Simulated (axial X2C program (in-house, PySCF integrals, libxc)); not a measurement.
**FSeF⁺: bond lengths and stretches, held linear**

Aim: the two bond lengths and stretching wavenumbers of linear FSeF⁺, with and without spin–orbit coupling, at PBE0, HF, BHandHLYP, MP2.

Computed with an in-house X2C program for linear molecules on PySCF integrals. Level: all-electron X2C, two-component (2c) or spin-free, F dyall-av3z, Se dyall-v3z.

All values are calculated.

2 further runs of the same task are left out: 2 set aside as unsound or not needed.

## (1) Set-up

Contents of task.json:

```json
{
 "zs": [
  9,
  34,
  9
 ],
 "q": 1,
 "bas": [
  "dyall-av3z",
  "dyall-v3z",
  "dyall-av3z"
 ],
 "r0": [
  1.8,
  1.8
 ],
 "symm": 1,
 "scan": [
  "PBE0",
  "HF",
  "BHandHLYP"
 ],
 "levels": [
  "PBE0",
  "HF",
  "r2SCAN"
 ],
 "nst": 2
}
```

Keys: zs atomic numbers; q charge; bas basis sets; r0 starting distance in Å; symm equal bonds; scan levels of the two-bond scan (MP2 follows by itself at each HF point); levels methods; nst determinants followed.

Launch:

```bash
> python solin.py task.json out
```

Masses F 18.998, Se 79.917, F 18.998 u.

## (2) Scan at PBE0, 2c

State: Ω = 1/2 (beyond evenly filled blocks: ω = 1/2). Energies above the lowest point, from the job's result record:

| r(F–Se) (Å) | r(Se–F) (Å) | E (meV) |
| --- | --- | --- |
| 1.6848 | 1.6848 | 60.66 |
| 1.6848 | 1.7280 | 26.17 |
| 1.6848 | 1.7712 | 45.11 |
| 1.7280 | 1.6848 | 26.17 |
| 1.7280 | 1.7280 | 0.00 |
| 1.7280 | 1.7712 | 26.78 |
| 1.7280 | 1.8144 | 95.41 |
| 1.7712 | 1.6848 | 45.11 |
| 1.7712 | 1.7280 | 26.78 |
| 1.7712 | 1.7712 | 60.93 |
| 1.8144 | 1.7280 | 95.41 |
| 1.8144 | 1.8144 | 218.59 |

A quadratic surface with cubic terms in each bond gives the minimum at 1.727 and 1.727 Å, force constants 4.55, 4.55 and coupling 0.63 mdyn/Å.

## (3) Scan at HF, 2c

State: Ω = 1/2 (beyond evenly filled blocks: ω = 1/2). Energies above the lowest point, from the job's result record:

| r(F–Se) (Å) | r(Se–F) (Å) | E (meV) |
| --- | --- | --- |
| 1.6848 | 1.6848 | 0.00 |
| 1.6848 | 1.7280 | 26.67 |
| 1.6848 | 1.7712 | 104.55 |
| 1.7280 | 1.6848 | 26.67 |
| 1.7280 | 1.7280 | 64.32 |
| 1.7280 | 1.7712 | 152.66 |
| 1.7280 | 1.8144 | 280.72 |
| 1.7712 | 1.6848 | 104.55 |
| 1.7712 | 1.7280 | 152.66 |
| 1.7712 | 1.7712 | 250.91 |
| 1.8144 | 1.7280 | 280.72 |
| 1.8144 | 1.8144 | 534.87 |

A quadratic surface with cubic terms in each bond gives the minimum at 1.685 and 1.685 Å, force constants 5.23, 5.23 and coupling 0.85 mdyn/Å.

## (4) Scan at BHandHLYP, 2c

State: Ω = 1/2 (beyond evenly filled blocks: ω = 1/2). Energies above the lowest point, from the job's result record:

| r(F–Se) (Å) | r(Se–F) (Å) | E (meV) |
| --- | --- | --- |
| 1.6848 | 1.6848 | 8.41 |
| 1.6848 | 1.7280 | 0.00 |
| 1.6848 | 1.7712 | 44.58 |
| 1.7280 | 1.6848 | 0.00 |
| 1.7280 | 1.7280 | 0.87 |
| 1.7280 | 1.7712 | 54.20 |
| 1.7280 | 1.8144 | 149.05 |
| 1.7712 | 1.6848 | 44.58 |
| 1.7712 | 1.7280 | 54.20 |
| 1.7712 | 1.7712 | 115.78 |
| 1.8144 | 1.7280 | 149.05 |
| 1.8144 | 1.8144 | 328.31 |

A quadratic surface with cubic terms in each bond gives the minimum at 1.708 and 1.708 Å, force constants 4.9, 4.9 and coupling 0.71 mdyn/Å.

## (5) The levels side by side

| level | r(F–Se) (Å) | r(Se–F) (Å) | lower stretch (cm⁻¹) | upper stretch (cm⁻¹) |
| --- | --- | --- | --- | --- |
| PBE0, 2c | 1.727 | 1.727 | 680.4 | 718.5 |
| HF, 2c | 1.685 | 1.685 | 736.9 | 759.5 |
| BHandHLYP, 2c | 1.708 | 1.708 | 707.5 | 743.1 |
| MP2, 2c | 1.732 | 1.732 | 674.5 | 725.9 |
| PBE0, spin-free | 1.726 | 1.726 | 679.8 | 716.1 |
| HF, spin-free | 1.685 | 1.685 | 738.4 | 759.2 |
| BHandHLYP, spin-free | 1.708 | 1.708 | 707.7 | 741.7 |
| MP2, spin-free | 1.732 | 1.732 | 672.1 | 722.1 |

Scans not shown above were run alike.

What this shows: Over the levels the F–Se bond spans 1.685 to 1.732 Å and the Se–F bond 1.685 to 1.732 Å. At PBE0 spin–orbit coupling leaves both bonds unchanged to 0.001 Å. Each state is one determinant, the lowest of a limited PBE0 search; the stretches come from a fit to few points and are good to some per cent at best. The stretches are sorted by size, and where the two bonds are alike the symmetric and antisymmetric modes can swap order between levels. MP2 freezes inner shells (threshold -2 hartree). The molecule was held linear; bending was not examined, so a bent shape may lie lower. Note: functional without a current term on a determinant with orbital currents, of the molecule or an atom.
